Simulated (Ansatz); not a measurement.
**C4H7BrSi: vertical ionisation energy**

How much energy removes an electron from C4H7BrSi at fixed geometry? The cation is run at each level and the neutral's energy taken from earlier runs.

Computed with Ansatz 0.2.0, Gaussian basis. Level: unrestricted cation, the program's frozen cores in correlated methods.

Plan: UKS PBE-D4/def2-TZVPP; UKS r2SCAN-D4/def2-TZVPP; UKS PBE0-D4/def2-TZVPP; UKS B3LYP-D4/def2-TZVPP; UKS wB97X-V/def2-TZVPP; UKS wB97M-V/def2-TZVPP; UKS B2PLYP/def2-TZVPP; UHF-CCSD(T)/def2-TZVPP; UHF-MP2/def2-QZVPP; extrapolation to the limit; then −ε(HOMO) from the neutral's earlier runs with LDA (SPW92), PBE-D4, revPBE-D4, BLYP-D4, r2SCAN-D4, B97M-V, PBE0-D4, B3LYP-D4, r2SCANh-D4, r2SCAN0-D4, HSE06-D4, BHLYP-D4, CAM-B3LYP-D4, LC-ωPBE, ωB97X-V, ωB97M-V.

**1. Structure used throughout**

An earlier PBE0-D4 in a triple-zeta def2 set relaxation fixed the geometry.

SMILES `C=C[SiH](Br)C=C`, 13 atoms, charge 0, spin multiplicity 1.

Atoms are counted from 1 here; the program's logs count them from 0.

Bond lengths: C1–C2 1.329 Å, C1–H7 1.086 Å, C1–H8 1.086 Å, C2–Si3 1.854 Å, C2–H9 1.091 Å, Si3–Br4 2.232 Å, Si3–C5 1.851 Å, Si3–H10 1.485 Å, C5–C6 1.330 Å, C5–H11 1.088 Å, C6–H12 1.086 Å, C6–H13 1.087 Å. Angles: C2–C1–H7 121.5°, C2–C1–H8 121.9°, H7–C1–H8 116.6°, C1–C2–Si3 125.7°, C1–C2–H9 118.3°, Si3–C2–H9 116.0°, C2–Si3–Br4 108.7°, C2–Si3–C5 112.0°, C2–Si3–H10 111.3°, Br4–Si3–C5 109.2°, Br4–Si3–H10 107.4°, C5–Si3–H10 108.1°, Si3–C5–C6 121.9°, Si3–C5–H11 119.1°, C6–C5–H11 119.0°, C5–C6–H12 122.2°, C5–C6–H13 121.7°, H12–C6–H13 116.1°.

**2. Cation, UKS PBE-D4/def2-TZVPP**

in.yaml

```yaml
crystal:
  periodic: [false, false, false]
  atoms:
    - {symbol: C, position_ang: [1.022061, -2.449071, -0.096217]}
    - {symbol: C, position_ang: [0.728832, -1.299978, 0.503258]}
    - {symbol: Si, position_ang: [0.516455, 0.337040, -0.341187]}
    - {symbol: Br, position_ang: [0.880411, 0.066072, -2.526894]}
    - {symbol: C, position_ang: [-1.179873, 1.032359, -0.087064]}
    - {symbol: C, position_ang: [-1.375945, 2.219060, 0.481480]}
    - {symbol: H, position_ang: [1.173131, -2.507203, -1.169974]}
    - {symbol: H, position_ang: [1.124431, -3.376602, 0.459667]}
    - {symbol: H, position_ang: [0.587599, -1.301664, 1.584616]}
    - {symbol: H, position_ang: [1.502125, 1.330974, 0.154043]}
    - {symbol: H, position_ang: [-2.043652, 0.447961, -0.398522]}
    - {symbol: H, position_ang: [-2.369976, 2.624769, 0.647985]}
    - {symbol: H, position_ang: [-0.545401, 2.841381, 0.803611]}
basis:
  gaussian: {orbitals: def2-TZVPP}
total_charge: 1
magnetization: {spin_polarized: true, initial_magnetization: 1}
hamiltonian: {xc: pbe, dispersion: d4}
```

Launch:

```console
> ansatz run in.yaml --threads 2 --pin off --events-out ev --progress --plain --max-ram 20480MiB --backend cuda --devices 0, --max-vram 18GiB
```

Standard output:

```text
Functional definition: PBE
  name "PBE"
  cite "Perdew, Burke & Ernzerhof, Phys. Rev. Lett. 77, 3865 (1996) doi:10.1103/PhysRevLett.77.3865"
  parent pbe
  parameter kappa = 0.804
  parameter beta = 0.06672455060314922
  exchange = pbe_x(kappa = kappa, mu = beta*pi^2/3)
  correlation = pbe_c(beta = beta)
1797 factors; their error is unknown
mean field evaluation 1: about -82127.7422 eV, gradient 7.6e1 eV
mean field evaluation 2: about -81921.6038 eV, gradient 1.8e2 eV
mean field evaluation 4: about -82150.8105 eV, gradient 3.3e1 eV
mean field evaluation 8: about -82157.1478 eV, gradient 1.1e1 eV
mean field evaluation 16: about -82158.3903 eV, gradient 3.2e-1 eV
mean field evaluation 32: about -82158.3278 eV, gradient 2.6e-6 eV
mean field evaluation 64: about -82158.3103 eV, gradient 6.0e-4 eV
mean field -82158.32778804 eV, -3019.2628572959 hartree, gradient 2.6e-6 eV, S^2 0.752065; 8 other end points of the search recorded, 0 dependent functions left out
reference -82158.32783397 eV, -3019.2628589838 hartree; 40, 39 occupied and 272, 273 virtual orbitals, 1797 factors
Total energy: -82158.65079705 eV, -3019.2747276581 hartree
```

Run time: 10 s. Hardware: 1 × H100 (card shared with other runs) with 2 threads of AMD EPYC 7R13, shared host; peak host memory 0.94 GiB.

Less the neutral's -82168.0753 eV (earlier run), this gives 9.424 eV. ⟨S²⟩ = 0.752.

**3. Cation, UKS r2SCAN-D4/def2-TZVPP**

in.yaml, as its differences from that of step 2:

```diff
@@ -20,2 +20,2 @@
 magnetization: {spin_polarized: true, initial_magnetization: 1}
-hamiltonian: {xc: pbe, dispersion: d4}
+hamiltonian: {xc: r2scan, dispersion: d4}
```

Launched as before.

Standard output (excerpt; [...] marks lines left out):

```text
Functional definition: r2SCAN
  name "r2SCAN"
  cite "Furness, Kaplan, Ning, Perdew & Sun, J. Phys. Chem. Lett. 11, 8208 (2020) doi:10.1021/acs.jpclett.0c02405"
  cite "Furness, Kaplan, Ning, Perdew & Sun, J. Phys. Chem. Lett. 11, 9248 (2020) doi:10.1021/acs.jpclett.0c03077"
  parent r2scan
[...]
1797 factors; their error is unknown
[...]
mean field -82174.99465779 eV, -3019.8753534619 hartree, gradient 7.9e-6 eV, S^2 0.756001; 8 other end points of the search recorded, 0 dependent functions left out
reference -82174.99467408 eV, -3019.8753540603 hartree; 40, 39 occupied and 272, 273 virtual orbitals, 1797 factors
Total energy: -82175.07582029 eV, -3019.8783361288 hartree
```

Run time: 12 s. Hardware: 1 × H100 (card shared with other runs) with 2 threads of AMD EPYC 7R13, shared host; peak host memory 0.99 GiB.

The neutral molecule at this level: -82184.6177 eV. Difference: 9.542 eV. ⟨S²⟩ = 0.756.

**4. Cation, UKS PBE0-D4/def2-TZVPP**

in.yaml, as its differences from that of step 3:

```diff
@@ -20,2 +20,2 @@
 magnetization: {spin_polarized: true, initial_magnetization: 1}
-hamiltonian: {xc: r2scan, dispersion: d4}
+hamiltonian: {xc: pbe0, dispersion: d4}
```

The command is unchanged.

Standard output (excerpt; [...] marks lines left out):

```text
Functional definition: PBE0
  name "PBE0"
  cite "Adamo & Barone, J. Chem. Phys. 110, 6158 (1999) doi:10.1063/1.478522"
  cite "Perdew, Burke & Ernzerhof, Phys. Rev. Lett. 77, 3865 (1996) doi:10.1103/PhysRevLett.77.3865"
  parent pbe
[...]
1837 factors; their error is unknown
[...]
mean field -82161.77019698 eV, -3019.3893634908 hartree, gradient 5.6e-6 eV, S^2 0.758038; 8 other end points of the search recorded, 0 dependent functions left out
reference -82161.77023178 eV, -3019.3893647697 hartree; 40, 39 occupied and 272, 273 virtual orbitals, 1837 factors
Total energy: -82162.04734040 eV, -3019.3995483236 hartree
```

Wall time 15 s (1 × H100 (card shared with other runs) with 2 threads of AMD EPYC 7R13, shared host); peak host memory 0.97 GiB.

The neutral molecule at this level: -82171.8391 eV. Difference: 9.792 eV. ⟨S²⟩ = 0.758.

**5. Cation, UKS B3LYP-D4/def2-TZVPP**

in.yaml, as its differences from that of step 4:

```diff
@@ -20,2 +20,2 @@
 magnetization: {spin_polarized: true, initial_magnetization: 1}
-hamiltonian: {xc: pbe0, dispersion: d4}
+hamiltonian: {xc: {name: B3LYP}, dispersion: d4}
```

Same command.

Standard output (excerpt; [...] marks lines left out):

```text
Functional definition: B3LYP
  name "B3LYP"
  cite "Stephens, Devlin, Chabalowski & Frisch, J. Phys. Chem. 98, 11623 (1994) doi:10.1021/j100096a001"
  cite "Becke, Phys. Rev. A 38, 3098 (1988) doi:10.1103/PhysRevA.38.3098"
  cite "Lee, Yang & Parr, Phys. Rev. B 37, 785 (1988) doi:10.1103/PhysRevB.37.785"
  cite "Vosko, Wilk & Nusair, Can. J. Phys. 58, 1200 (1980) doi:10.1139/p80-159"
[...]
1837 factors; their error is unknown
[...]
mean field -82180.17667366 eV, -3020.0657890326 hartree, gradient 6.2e-6 eV, S^2 0.755357; 9 other end points of the search recorded, 0 dependent functions left out
reference -82180.17697589 eV, -3020.0658001395 hartree; 40, 39 occupied and 272, 273 virtual orbitals, 1837 factors
Total energy: -82180.69941318 eV, -3020.0849993556 hartree
```

Run time: 8.5 s. Hardware: 1 × H100 (card shared with other runs) with 2 threads of AMD EPYC 7R13, shared host; peak host memory 0.92 GiB.

The neutral molecule at this level: -82190.4233 eV. Difference: 9.724 eV. ⟨S²⟩ = 0.755.

**6. Cation, UKS wB97X-V/def2-TZVPP**

in.yaml, as its differences from that of step 5:

```diff
@@ -20,2 +20,2 @@
 magnetization: {spin_polarized: true, initial_magnetization: 1}
-hamiltonian: {xc: {name: B3LYP}, dispersion: d4}
+hamiltonian: {xc: {name: wB97X-V}}
```

The command is unchanged.

Standard output (excerpt; [...] marks lines left out):

```text
Functional definition: wB97X-V
  name "wB97X-V"
  cite "Mardirossian & Head-Gordon, Phys. Chem. Chem. Phys. 16, 9904 (2014) doi:10.1039/C3CP54374A"
  cite "Becke, J. Chem. Phys. 107, 8554 (1997) doi:10.1063/1.475007"
  cite "Vydrov & Van Voorhis, J. Chem. Phys. 133, 244103 (2010) doi:10.1063/1.3521275"
[...]
      + integral(e_c_pw_opposite_spin*poly(b97_u_opposite, cos0, cos1)) + vv10(b, c)
1837 factors; their error is unknown
406 factors; integrals over basis functions are off by at most 2.2e-5 eV
[...]
mean field -82169.19729662 eV, -3019.6623043685 hartree, gradient 1.2e-5 eV, S^2 0.760180; 6 other end points of the search recorded, 0 dependent functions left out
reference -82169.19729438 eV, -3019.6623042863 hartree; 40, 39 occupied and 272, 273 virtual orbitals, 1837 factors
Total energy: -82169.19729438 eV, -3019.6623042863 hartree
```

Wall time 14 s (1 × H100 (card shared with other runs) with 2 threads of AMD EPYC 7R13, shared host); peak host memory 1.1 GiB.

The neutral molecule at this level: -82179.4302 eV. Difference: 10.233 eV. ⟨S²⟩ = 0.760.

**7. Cation, UKS wB97M-V/def2-TZVPP**

in.yaml, as its differences from that of step 6:

```diff
@@ -20,2 +20,2 @@
 magnetization: {spin_polarized: true, initial_magnetization: 1}
-hamiltonian: {xc: {name: wB97X-V}}
+hamiltonian: {xc: {name: wB97M-V}}
```

Launched as before.

Standard output (excerpt; [...] marks lines left out):

```text
Functional definition: wB97M-V
  name "wB97M-V"
  cite "Mardirossian & Head-Gordon, J. Chem. Phys. 144, 214110 (2016) doi:10.1063/1.4952647"
  cite "Becke, J. Chem. Phys. 107, 8554 (1997) doi:10.1063/1.475007"
  cite "Vydrov & Van Voorhis, J. Chem. Phys. 133, 244103 (2010) doi:10.1063/1.3521275"
  # Of w^i u^j: cxij and so on, Table III.
[...]
  gx(w, u) = 1 - cx + cx01*u + cx10*w
  gss(w, u) = css00 + css04*u^4 + css10*w + css20*w^2 + css43*w^4*u^3
  gos(w, u) = cos00 + cos10*w + (cos20 + cos21*u)*w^2 + (cos60 + cos61*u)*w^6
[...]
      + integral(e_c_pw_mod_opposite_spin*gos(b97_w_opposite, b97_u_opposite)) + vv10(b, c)
1832 factors; their error is unknown
406 factors; integrals over basis functions are off by at most 2.2e-5 eV
[...]
mean field -82171.57064394 eV, -3019.7495232737 hartree, gradient 7.9e-6 eV, S^2 0.759869; 6 other end points of the search recorded, 0 dependent functions left out
reference -82171.57069929 eV, -3019.7495253077 hartree; 40, 39 occupied and 272, 273 virtual orbitals, 1832 factors
Total energy: -82171.57069929 eV, -3019.7495253077 hartree
```

Wall time 14 s (1 × H100 (card shared with other runs) with 2 threads of AMD EPYC 7R13, shared host); peak host memory 1.2 GiB.

The neutral molecule at this level: -82181.7765 eV. Difference: 10.206 eV. ⟨S²⟩ = 0.760.

**8. Cation, UKS B2PLYP (frozen core)/def2-TZVPP**

in.yaml, as its differences from that of step 7:

```diff
@@ -20,2 +20,2 @@
 magnetization: {spin_polarized: true, initial_magnetization: 1}
-hamiltonian: {xc: {name: wB97M-V}}
+hamiltonian: {xc: {name: B2PLYP}}
```

The command is unchanged.

Standard output (excerpt; [...] marks lines left out):

```text
Functional definition: B2PLYP
  name "B2PLYP"
  cite "Grimme, J. Chem. Phys. 124, 034108 (2006) doi:10.1063/1.2148954"
  cite "Becke, Phys. Rev. A 38, 3098 (1988) doi:10.1103/PhysRevA.38.3098"
  cite "Lee, Yang & Parr, Phys. Rev. B 37, 785 (1988) doi:10.1103/PhysRevB.37.785"
[...]
1872 factors; integrals over basis functions are off by at most 1.2e-3 eV
[...]
mean field -82151.75871709 eV, -3019.0214483909 hartree, gradient 9.8e-6 eV, S^2 0.771602; 8 other end points of the search recorded, 0 dependent functions left out
18 core orbitals not correlated: weight in the atoms' cores, before any rotation towards them, 1.000 or more for the frozen orbitals, at most 0.000 for the correlated occupied ones
reference -82151.75890958 eV, -3019.0214554649 hartree; 22, 21 occupied and 272, 273 virtual orbitals, 1872 factors
second order -33.06755412 eV of doubles, -0.00000000 eV of singles
Total energy: -82160.68714919 eV, -3019.3495622189 hartree
```

It took 10 s on 1 × H100 (card shared with other runs) with 2 threads of AMD EPYC 7R13, shared host; peak host memory 1.4 GiB.

The neutral molecule at this level: -82170.6781 eV. Difference: 9.991 eV. ⟨S²⟩ = 0.772.

**9. Cation, UHF-CCSD(T)/def2-TZVPP**

in.yaml, as its differences from that of step 8:

```diff
@@ -20,2 +20,3 @@
 magnetization: {spin_polarized: true, initial_magnetization: 1}
-hamiltonian: {xc: {name: B2PLYP}}
+correlation: {method: ccsd_t}
+scf: {omitted_lower_state_checks: [cluster_reference]}
```

Launched as before.

Standard output (excerpt; [...] marks lines left out):

```text
Functional definition: HF
  name "HF"
  cite "Fock, Z. Phys. 61, 126 (1930) doi:10.1007/BF01340294"
  parent pbe
[...]
1872 factors; integrals over basis functions are off by at most 1.2e-3 eV
[...]
mean field -82087.52407026 eV, -3016.6608686599 hartree, gradient 1.8e-6 eV, S^2 0.756011; 17 other end points of the search recorded, 0 dependent functions left out
18 core orbitals not correlated: weight in the atoms' cores, before any rotation towards them, 1.000 or more for the frozen orbitals, at most 0.000 for the correlated occupied ones
reference -82087.52407026 eV, -3016.6608686599 hartree; 22, 21 occupied and 272, 273 virtual orbitals, 1872 factors
second order -26.47728160 eV of doubles, -0.00000000 eV of singles
cycle   1  -27.31560131 eV  change   -8.4e-1 eV  update   1.1e-1
[...]
cycle  25  -28.16354505 eV  change   -4.4e-5 eV  update   3.3e-5
perturbative correction -1.18450219 eV, -0.0435296525 hartree
Total energy: -82116.87211750 eV, -3017.7393895031 hartree
Checks for a lower state left out: cluster_reference
```

Wall time 44 s (1 × H100 (card shared with other runs) with 2 threads of AMD EPYC 7R13, shared host); peak host memory 1.4 GiB.

Less the neutral's -82127.2680 eV (earlier run), this gives 10.396 eV. ⟨S²⟩ = 0.756. T1 = 0.028 (report).

**10. Cation, UHF-MP2/def2-QZVPP**

in.yaml, as its differences from that of step 9:

```diff
@@ -17,6 +17,6 @@
 basis:
-  gaussian: {orbitals: def2-TZVPP}
+  gaussian: {orbitals: "def2-QZVPP.json"}
 total_charge: 1
 magnetization: {spin_polarized: true, initial_magnetization: 1}
-correlation: {method: ccsd_t}
+correlation: {method: mp2}
 scf: {omitted_lower_state_checks: [cluster_reference]}
```

The command is unchanged.

Standard output (excerpt; [...] marks lines left out):

```text
Functional definition: HF
  name "HF"
  cite "Fock, Z. Phys. 61, 126 (1930) doi:10.1007/BF01340294"
  parent pbe
[...]
3598 factors; integrals over basis functions are off by at most 1.0e-3 eV
[...]
mean field -82089.29984621 eV, -3016.7261272224 hartree, gradient 2.3e-6 eV, S^2 0.756097; 17 other end points of the search recorded, 0 dependent functions left out
18 core orbitals not correlated: weight in the atoms' cores, before any rotation towards them, 1.000 or more for the frozen orbitals, at most 0.000 for the correlated occupied ones
reference -82089.29984621 eV, -3016.7261272224 hartree; 22, 21 occupied and 557, 558 virtual orbitals, 3598 factors
second order -36.45032824 eV of doubles, -0.00000000 eV of singles
Total energy: -82125.75017445 eV, -3018.0656520784 hartree
Checks for a lower state left out: cluster_reference
```

Run time: 42 s. Hardware: 1 × H100 (card shared with other runs) with 2 threads of AMD EPYC 7R13, shared host; peak host memory 1.3 GiB.

Less the neutral's -82136.4111 eV (earlier run), this gives 10.661 eV. ⟨S²⟩ = 0.756.

**11. Extrapolating to the complete basis**

This step is arithmetic on the last runs, with X = 3 and 4: exp(−7.88√X) for Hartree-Fock, X^−2.97 for correlation; only MP2 was run in the larger set, so CCSD(T) minus MP2 is added from the smaller one.

```csv
level,energy at the limit (eV)
HF,-82089.5444
MP2,-82133.3822
CCSD,-82135.0685
CCSD(T),-82136.2530
```

This is no true limit for total energies: MP2 correlation changes by a factor of 1.38 from triple to quadruple zeta (about 1.07 in light molecules), because outer-core shells are correlated in sets not made for them. Much of that cancels between molecule and atoms or ions.

The neutral's limit, from its own earlier runs, is -82146.7569 eV in the additive form (MP2 limit plus CCSD(T) minus MP2 in triple zeta), in which the cation has -82136.2530 eV.

**12. Ionisation energies side by side**

Differences are taken before rounding.

```csv
method,ionisation energy (eV),from CCSD(T)/CBS (eV),time
PBE-D4,9.42,-1.08,13 s
r2SCAN-D4,9.54,-0.96,15 s
PBE0-D4,9.79,-0.71,17 s
B3LYP-D4,9.72,-0.78,11 s
ωB97X-V,10.23,-0.27,18 s
ωB97M-V,10.21,-0.30,18 s
B2PLYP,9.99,-0.51,13 s
HF/def2-TZVPP,8.87,-1.63,
MP2/def2-TZVPP,10.60,+0.10,
CCSD/def2-TZVPP,10.29,-0.22,
CCSD(T)/def2-TZVPP,10.40,-0.11,49 s
CCSD(T)/CBS,10.50,0,96 s
```

Among the levels timed on like hardware and quicker than the yardstick, those that no quicker one beats, quickest first: B3LYP-D4 (11 s, -0.78 eV); B2PLYP (13 s, -0.51 eV); ωB97X-V (18 s, -0.27 eV); CCSD(T)/def2-TZVPP (49 s, -0.11 eV).

Times add the cation's run and the neutral's; HF, MP2 and CCSD come out of the CCSD(T) runs.

For comparison, −ε(HOMO) of the neutral from earlier runs:

```csv
functional,−ε(HOMO) (eV),by energy difference (eV)
LDA (SPW92),7.01,
PBE-D4,6.86,9.42
revPBE-D4,6.80,
BLYP-D4,6.68,
r2SCAN-D4,7.14,9.54
B97M-V,7.15,
PBE0-D4,8.04,9.79
B3LYP-D4,7.78,9.72
r2SCANh-D4,7.57,
r2SCAN0-D4,8.21,
HSE06-D4,7.64,
BHLYP-D4,8.98,
CAM-B3LYP-D4,9.34,
LC-ωPBE,10.76,
ωB97X-V,10.36,10.23
ωB97M-V,10.25,10.21
```

**13. What came out**

| quantity | value |
| --- | --- |
| ionisation energy, CCSD(T)/CBS | 10.50 eV |
| nearest functional by difference | ωB97X-V (-0.27 eV) |
| nearest −ε(HOMO) | ωB97X-V (-0.14 eV) |
| −ε(HOMO) of PBE | 6.86 eV |
| T1 of the cation | 0.028 |

By cation minus neutral, the functionals miss by 1.08 eV at most. −ε(HOMO) of PBE misses by 3.6 eV, since self-interaction lifts the level. Among orbital estimates ωB97X-V comes nearest. Hartree-Fock falls 1.63 eV short, as the neutral has more correlation energy than the cation. Correlated methods include outer-core shells of Br, which these sets cover unevenly. With outer-core shells in play the reference is unsure by up to some tenths of an eV, so close misses can't be ranked.

For cost: CCSD(T)/def2-TZVPP gets within 0.11 eV in 49 s, where CCSD(T)/CBS took 96 s; the quickest level in the cost chart, B3LYP-D4, takes 11 s and misses by 0.78 eV.
